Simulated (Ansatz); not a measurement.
# FeSi: properties at the relaxed cell

One table from this session's results is given with a row withheld; the runs are named, their logs left out.

The COD entry's cell or inner coordinates are ideal or old and differ from later refinements, so a difference from it is no clean test against experiment.

Program: Ansatz 0.2.0. Level of theory: DFT PBEsol, scalar-relativistic, plane waves, PAW. These are calculated values, not measurements.

2 further runs of the same task are left out: 2 set aside as unsound or not needed.

## Starting point

Symmetry: P2_13, No. 198, cubic system. Conventional cell: a = 4.403 Å, b = 4.403 Å, c = 4.403 Å, α = 90.00°, β = 90.00°, γ = 90.00°. Fe (site symmetry 3) is surrounded by 7 Si at 2.26 to 2.47 Å. Si (site symmetry 3) is surrounded by 7 Fe at 2.26 to 2.47 Å.

As a file:

```cif
data_structure
_symmetry_space_group_name_H-M 'P2_13'
_symmetry_Int_Tables_number 198
_cell_length_a 4.4033
_cell_length_b 4.4033
_cell_length_c 4.4033
_cell_angle_alpha 90.000
_cell_angle_beta 90.000
_cell_angle_gamma 90.000
_cell_volume 85.37
loop_
_atom_site_label
_atom_site_type_symbol
_atom_site_symmetry_multiplicity
_atom_site_Wyckoff_symbol
_atom_site_fract_x
_atom_site_fract_y
_atom_site_fract_z
_atom_site_occupancy
Fe1 Fe 4 a 0.13686 0.13686 0.13686 1
Si1 Si 4 a 0.84099 0.84099 0.84099 1
```

It is the result of an earlier relaxation at this level (volume 10.67 Å³/atom; gap on the mesh: 0.15 eV).

Set-up of the first run:

The input, input.yaml:

```yaml
crystal:
  lattice:
    - [4.3587972307, 0.0, 0.0]
    - [0.0, 4.3587972307, 0.0]
    - [0.0, 0.0, 4.3587972307]
  atoms:
    - { symbol: Fe, position: [0.1368592065, 0.1368592065, 0.1368592065] }
    - { symbol: Fe, position: [0.3631407935, 0.8631407935, 0.6368592065] }
    - { symbol: Fe, position: [0.6368592065, 0.3631407935, 0.8631407935] }
    - { symbol: Fe, position: [0.8631407935, 0.6368592065, 0.3631407935] }
    - { symbol: Si, position: [0.8409915072, 0.8409915072, 0.8409915072] }
    - { symbol: Si, position: [0.6590084928, 0.1590084928, 0.3409915072] }
    - { symbol: Si, position: [0.3409915072, 0.6590084928, 0.1590084928] }
    - { symbol: Si, position: [0.1590084928, 0.3409915072, 0.6590084928] }
basis:
  ecutwfc: 420
kpoints:
  mp_grid: { grid: [8, 8, 8] }
hamiltonian:
  xc: pbesol
scf:
  occupations: { method: gaussian, width: 0.01 }
output:
  forces: true
  stress: true
  eigenvalues: true
relax:
  adjacent_minimum: "off"
  f_tol: 0.01
  max_steps: 30
```

Run with:

```
ansatz run input.yaml --threads 2 --pin off --max-ram 5120MiB --backend cpu --events-out ev --progress --plain --runs-dir out
```

Among the steps run: The cell scaled to 0.97 of its volume; Point at V/V0 = 1.03; Volume × 0.94; The cell scaled to 1.06 of its volume; Volume × 0.91; Volume × 1.10; The cell scaled to 0.88 of its volume.

One table of the session follows, with a row left open; its other results are not shown here.

It belongs to the step «Equation of state». 

```
volume (Å³/atom)  energy above the lowest point (meV/atom)  pressure (GPa)  gap on the mesh (eV)
           9.391                                     145.8           41.04                  0.14
           9.711                                      77.1           28.07                  0.14
          10.032                                      32.3           17.10                  0.14
          10.352                                       7.6            7.84                  0.15
          10.672                                       0.0            0.02                  0.15
          10.992                                       6.7           -6.56                  0.15
          11.312                                         ?               ?                     ?
          11.739                                      66.0          -18.03                  0.16
```

Q: Estimate the row for volume (Å³/atom) = 11.312 from the others.

Worked estimate for «energy above the lowest point (meV/atom)». A straight line through the neighbours (10.992, 6.7) and (11.739, 66.0) gives 6.7 + (66.0 − 6.7) × (11.312 − 10.992) / (11.739 − 10.992) = 32.1; a parabola fitted to 3 rows on both sides gives 24.6.

**Answer.** energy above the lowest point (meV/atom): 25.5; pressure (GPa): -12.08; gap on the mesh (eV): 0.16. In «energy above the lowest point (meV/atom)» the line misses by +6.6 and the parabola by -0.9.

Caveats from the session: Warnings in the runs' records: stress scf threshold loose.
